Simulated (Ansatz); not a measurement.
Run this with Ansatz 0.2.0 through its Python package and show what comes out.

The script, `run_x2c.py`:
```python
"""Scalar relativity in GaN(-)."""

import warnings

import ansatz as az
from ase import Atoms
import numpy as np


def main() -> None:
    warnings.simplefilter("ignore", az.DeckWarning)

    atoms = Atoms(["Ga", "N"], positions=[
        (0.0, 0.0, 0.0),
        (0.0, 0.0, 1.96),
    ])
    molecule = az.Crystal.molecule_from_ase(atoms)

    calc = (
        molecule.calculation()
        .functional("b3lyp")
        .charge(-1)
        .spin("collinear", total=1)
        .forces()
    )
    # a set contracted for a scalar-relativistic Hamiltonian goes with the relativistic run
    sets = {"none": "cc-pVTZ", "scalar": "cc-pVTZ-DK"}
    found = {kind: calc.basis(gaussian=basis).pseudopotentials(relativity=kind).run(threads=1, backend="cpu").report for kind, basis in sets.items()}
    for kind, each in found.items():
        dipole = 4.803205 * np.linalg.norm(each["charge_distribution"]["dipole_moment_e_ang"])
        print(f"{kind:7s} E = {each['free_energy_ev']:.4f} eV  dipole {dipole:.3f} D  largest force component {np.abs(each['forces_ev_ang']).max():.4f} eV/A")
    print(f"relativity lowers the total energy by {found['none']['free_energy_ev'] - found['scalar']['free_energy_ev']:.3f} eV")


if __name__ == "__main__":
    main()
```

```console
$ python run_x2c.py
none    E = -53868.5271 eV  dipole 2.677 D  largest force component 1.9578 eV/A
scalar  E = -54386.1839 eV  dipole 2.737 D  largest force component 1.9792 eV/A
relativity lowers the total energy by 517.657 eV
```

Notes:
- Total energies depend on the basis set; only differences at equal settings carry meaning.
- The geometry is a force-field or estimated start, not a minimum of this method. The basis set changes with the Hamiltonian (a set recontracted for scalar relativity), and most of the change in the total lies in the cores.
- The run takes the species as open-shell (spin multiplicity 2), which needn't be its ground state.
- The expectation value of S² is noticeably off S(S+1) in at least one run, so that state is spin-contaminated.
- An ion's dipole depends on the origin; the program takes it about the centre of nuclear charge.
- b3lyp holds the VWN-RPA fit, as in Gaussian; the form of ORCA and Turbomole is b3lyp5.
- The spin state was assumed, and another may lie lower.
- Anions want diffuse functions, which this basis lacks.
- It ran for 14 s on 1 thread of Arm Neoverse V2 (shared host), peak memory 0.27 GiB.
